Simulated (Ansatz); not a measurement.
**F₂H₂Se₂Si: how energies converge with the basis set**

The task here is to estimate one member of a computed series from the others.

Program: Ansatz 0.2.0, Gaussian basis. Level of theory: one geometry, several basis sets. These are calculated values, not measurements.

Plan: PBE0-D4/def2-SVP; ωB97M-V/def2-SVP; PBE0-D4/def2-QZVPP; ωB97M-V/def2-QZVPP; the functionals' def2-TZVPP values are taken from earlier runs.

## The relaxed structure

The geometry comes from an earlier relaxation with PBE0-D4 in a triple-zeta def2 set; it is a stationary point, not always the lowest conformer.

SMILES `F[Si](F)([SeH])[SeH]`, 7 atoms, charge 0, spin multiplicity 1.

Atoms are counted from 1 here; the program's logs count them from 0.

Bond lengths: F1–Si2 1.585 Å, Si2–F3 1.585 Å, Si2–Se4 2.249 Å, Si2–Se5 2.249 Å, Se4–H6 1.469 Å, Se5–H7 1.469 Å. Angles: F1–Si2–F3 106.6°, F1–Si2–Se4 113.0°, F1–Si2–Se5 104.1°, F3–Si2–Se4 104.1°, F3–Si2–Se5 113.0°, Se4–Si2–Se5 116.0°, Si2–Se4–H6 91.2°, Si2–Se5–H7 91.2°.

Set-up of the first run:

Contents of in.yaml:

```yaml
crystal:
  periodic: [false, false, false]
  atoms:
    - {symbol: F, position_ang: [1.266503, -0.660502, 1.466380]}
    - {symbol: Si, position_ang: [0.259416, -0.556723, 0.247272]}
    - {symbol: F, position_ang: [-0.020463, -2.039952, -0.235338]}
    - {symbol: Se, position_ang: [-1.766760, 0.214991, 0.843413]}
    - {symbol: Se, position_ang: [1.370392, 0.668701, -1.276025]}
    - {symbol: H, position_ang: [-1.227744, 1.566771, 1.042083]}
    - {symbol: H, position_ang: [0.179856, 0.738514, -2.133387]}
basis:
  gaussian: {orbitals: def2-SVP}
hamiltonian: {xc: pbe0, dispersion: d4}
output: {orbitals: {seedname: orbitals}}
```

Run with:

```console
ansatz run in.yaml --threads 4 --pin off --events-out ev --progress --plain --max-ram 10444MiB
```

Steps of the session up to this table: PBE0-D4 in def2-SVP; ωB97M-V in def2-SVP; PBE0-D4 in def2-QZVPP; ωB97M-V in def2-QZVPP.

One of the session's tables, all rows but one given; the rest of the session is left out.

It belongs to the step «Functionals by basis». 

| functional | basis | HOMO (eV) |
| --- | --- | --- |
| PBE0-D4 | def2-SVP | -7.53 |
| PBE0-D4 | def2-TZVPP | -7.60 |
| PBE0-D4 | def2-QZVPP | -7.62 |
| ωB97M-V | def2-SVP | ? |
| ωB97M-V | def2-TZVPP | -9.73 |
| ωB97M-V | def2-QZVPP | -9.75 |

**Question.** Estimate the row for ωB97M-V, def2-SVP.

As computed: HOMO (eV): -9.65. In the column «HOMO (eV)» it lies between ωB97M-V, def2-TZVPP (-9.73) and PBE0-D4, def2-QZVPP (-7.62).
